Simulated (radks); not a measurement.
# Mg⁺ in [Ne] 3s1: an all-electron calculation

One table from this session's results is given with a row withheld; the runs are named, their logs left out.

Program: radks (a radial shooting solver on a logarithmic mesh, Libxc functionals) version 1. Level of theory: Dirac Kohn-Sham, LDA (Slater exchange, Perdew-Wang correlation), spin-unpolarised, spherical densities, finite nucleus. These are calculated values, not measurements, unless marked.

**The atom as given**

```
element            : magnesium (Z = 12)
charge             : +1
electrons          : 11
configuration      : [Ne] 3s1
nuclear rms radius : 3.057 fm
```

Outer shells as boxes (Hund's rule):

Mg⁺
```
[Ne] core
3s [↑ ]
```

The first run:

Settings of this run:

```text
Z 12
configuration [Ne] 3s1
relativity Dirac
functional lda,pw
spin unpolarised
j_filling average
nucleus finite rms 3.057 fm
c 137.035999084
```

Launch:

```bash
$ python run_ks.py task.json out
```

The same process makes all the runs of this session.

One of the session's tables, all rows but one given; the rest of the session is left out.

It belongs to the step «Orbitals and density». Radial moments (bohr):

```
level     <r>  outermost maximum (interpolated)  90 % within  nodes
1s1/2  0.1311                            0.0854        0.234      0
2s1/2  0.6999                             0.548         1.11      1
2p1/2  0.6871                             0.476         1.17      0
2p3/2  0.6894                             0.478         1.18      0
3s1/2       ?                                 ?            ?      ?
```

Q: Estimate the row for 3s1/2 from the others.

**Answer.** <r>: 2.777; outermost maximum (interpolated): 2.34; 90 % within: 4.20; nodes: 2. In the column «<r>» it is the highest.

Limits of these values: Spin polarisation and multiplet splitting are left out.
